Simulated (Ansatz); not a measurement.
**CH6NSn radical: a ladder of functionals and wavefunction methods**

One table from this session's results is given with a row withheld; the runs are named, their logs left out.

The runs use Ansatz 0.2.0, Gaussian basis; functionals in def2-TZVPP, the program's frozen cores in correlated methods.

The runs, in order: LDA (SPW92), PBE-D4, revPBE-D4, BLYP-D4, r2SCAN-D4, B97M-V, PBE0-D4, B3LYP-D4, r2SCANh-D4, r2SCAN0-D4, HSE06-D4, BHLYP-D4, CAM-B3LYP-D4, LC-ωPBE, ωB97X-V, ωB97M-V, B2PLYP, PBE-QIDH; CCSD(T)/def2-SVP; CCSD(T)/def2-TZVPP; MP2/def2-QZVPP; extrapolation to the limit; RPA on PBE.

### The geometry

The geometry comes from an earlier relaxation with PBE0-D4 in a triple-zeta def2 set; it is a stationary point, not always the lowest conformer. Sn takes the def2 core potential; no spin-orbit term is included.

SMILES `[CH3][SnH][NH2]`, 9 atoms, charge 0, spin multiplicity 2.

Atoms are counted from 1 here; the program's logs count them from 0.

Bond lengths: C1–Sn2 2.161 Å, C1–H4 1.091 Å, C1–H5 1.090 Å, C1–H6 1.090 Å, Sn2–N3 2.043 Å, Sn2–H7 1.736 Å, N3–H8 1.012 Å, N3–H9 1.012 Å. Angles: Sn2–C1–H4 107.9°, Sn2–C1–H5 110.1°, Sn2–C1–H6 110.2°, H4–C1–H5 109.7°, H4–C1–H6 109.6°, H5–C1–H6 109.3°, C1–Sn2–N3 103.7°, C1–Sn2–H7 110.1°, N3–Sn2–H7 102.8°, Sn2–N3–H8 115.2°, Sn2–N3–H9 115.1°, H8–N3–H9 107.9°.

Set-up of the first run:

in.yaml reads:

```yaml
crystal:
  periodic: [false, false, false]
  atoms:
    - {symbol: C, position_ang: [-0.858012, 0.865494, -0.939379]}
    - {symbol: Sn, position_ang: [0.881573, 0.484111, 0.284287]}
    - {symbol: N, position_ang: [0.435328, -1.274157, 1.224639]}
    - {symbol: H, position_ang: [-1.055298, -0.030155, -1.530915]}
    - {symbol: H, position_ang: [-0.671265, 1.710386, -1.601814]}
    - {symbol: H, position_ang: [-1.720308, 1.085274, -0.310608]}
    - {symbol: H, position_ang: [2.231511, 0.052894, -0.718038]}
    - {symbol: H, position_ang: [-0.359776, -1.239021, 1.849880]}
    - {symbol: H, position_ang: [1.204645, -1.701127, 1.724748]}
basis:
  gaussian: {orbitals: def2-TZVPP}
magnetization: {spin_polarized: true, initial_magnetization: 1}
hamiltonian: {xc: lda}
output: {orbitals: {seedname: orbitals}}
```

Run with:

```
ansatz run in.yaml --threads 4 --pin off --events-out ev --progress --plain --max-ram 10444MiB
```

Among the steps run: LDA; PBE-D4 (GGA); revPBE-D4 (GGA); BLYP-D4 (GGA); r2SCAN-D4 (meta-GGA); B97M-V (meta-GGA); B3LYP-D4 (hybrid); r2SCANh-D4 (hybrid); r2SCAN0-D4 (hybrid); HSE06-D4 (hybrid); BHLYP-D4 (hybrid); CAM-B3LYP-D4 (range-separated); LC-ωPBE (range-separated); ωB97X-V (range-separated); ωB97M-V (range-separated); B2PLYP (double hybrid); PBE-QIDH (double hybrid).

One of the session's tables, all rows but one given; the rest of the session is left out.

It belongs to the step «Orbital energies across the functionals». 

```
  functional  HOMO (eV)  LUMO (eV)  gap (eV)
 LDA (SPW92)      -4.36      -3.68      0.68
      PBE-D4      -4.31      -3.38      0.93
   revPBE-D4      -4.28      -3.27      1.01
     BLYP-D4      -4.15      -3.39      0.76
   r2SCAN-D4      -4.64      -3.09      1.55
      B97M-V      -4.50      -3.50      1.00
     PBE0-D4      -5.39      -2.56      2.83
    B3LYP-D4      -5.17      -2.93      2.24
  r2SCANh-D4          ?          ?         ?
  r2SCAN0-D4      -5.64      -2.35      3.29
    HSE06-D4      -5.01      -2.93      2.07
    BHLYP-D4      -6.33      -1.84      4.49
CAM-B3LYP-D4      -6.61      -1.72      4.89
     LC-ωPBE      -7.94      -0.41      7.53
     ωB97X-V      -7.49      -0.78      6.72
     ωB97M-V      -7.41      -0.89      6.52
```

Estimate the missing values for r2SCANh-D4.

Worked estimate for «HOMO (eV)». Against the share of exact exchange, r2SCAN-D4 (0, -4.64), r2SCAN0-D4 (0.25, -5.64) give a slope of -4.00 per unit share; at 0.1 the line stands at -5.04.

The run gave: HOMO (eV): -5.04; LUMO (eV): -2.79; gap (eV): 2.25. In «HOMO (eV)» the line misses by 0.00.
